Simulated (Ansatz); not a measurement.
Runs of Ansatz 0.2.0 on Hf2Pd2Se2Br2O3. Symmetry: Cm, No. 8, monoclinic system. The conventional cell has a = 15.354 Å, b = 3.419 Å, c = 13.208 Å, α = 90.00°, β = 107.63°, γ = 90.00°. Around Hf (site symmetry m) lie 3 O at 1.97 to 2.13 Å. Hf (site symmetry m) has 3 O at 1.87 to 2.09 Å as nearest neighbours. Around Pd (site symmetry m) lie 2 O at 2.23 Å and 2 Se at 2.41 Å. Pd (site symmetry m) has 4 Se at 2.42 to 2.60 Å as nearest neighbours. Around Se (site symmetry m) lie 2 Pd at 2.42 Å and 1 Hf at 2.76 Å. Se (site symmetry m) is surrounded by 4 Pd at 2.41 to 2.60 Å. Br (site symmetry m) is surrounded by 3 Hf at 2.82 to 3.06 Å and 3 O at 3.21 to 3.22 Å. Around Br (site symmetry m) lie 2 Hf at 2.73 Å. The cell was built by a generator and needn't be a form met in nature.

```csv
task,level,potentials or basis,cell,k mesh,cutoff (eV),target pressure (GPa),points for each segment of the path,mesh quality,gap on the mesh (eV),pressure (GPa),largest force (eV/Å)
relaxation of cell and atoms,PBE,Ansatz PAW,relaxed to 2 GPa,6 × 6 × 2,420,2,-,not flagged,0.56,2.0,0.01
band structure,PBE,Ansatz PAW,as given,8 × 8 × 2,420,-,10,not flagged,(a),0.0,0.01
single point,PBE,JTH PAW,as given,8 × 8 × 2,1380,-,-,not flagged,0.83,(b),0.09
relaxation of cell and atoms,PBE,Ansatz PAW,relaxed to 5 GPa,6 × 6 × 2,420,5,-,not flagged,0.57,5.0,-
single point,B3LYP,Ansatz PAW,as given,4 × 4 × 1,420,-,-,coarse,2.16,0.7,(c)
relaxation of cell and atoms,PBE,Ansatz PAW,relaxed,6 × 6 × 2,420,-,-,not flagged,0.76,0.0,-
```

Alike in all rows: no spin polarisation; smearing fermi-dirac 0.05 eV.

Q: Estimate the missing entries.

A: (a) 0.84; (b) -0.2; (c) 0.43.

Caveats: some runs use coarse meshes; spin-orbit coupling is left out, which moves the levels of the heavy elements; the plane-wave basis is chosen anew once the cell has moved, so the energies of steps on either side of that aren't comparable (some runs); the k mesh misses the band edges, so the gap on the mesh is wider than the one along the path (some runs); the PAW data sets come from PBE, with cores solved anew for the run's functional, which leaves a small shift of forces and pressure (some runs); the thresholds are loose for stress (some runs).

A k mesh can miss the band edges, and the runs leave out spin-orbit coupling on Br, Hf, Pd, Se.

The runs don't all hold the same shells in valence.
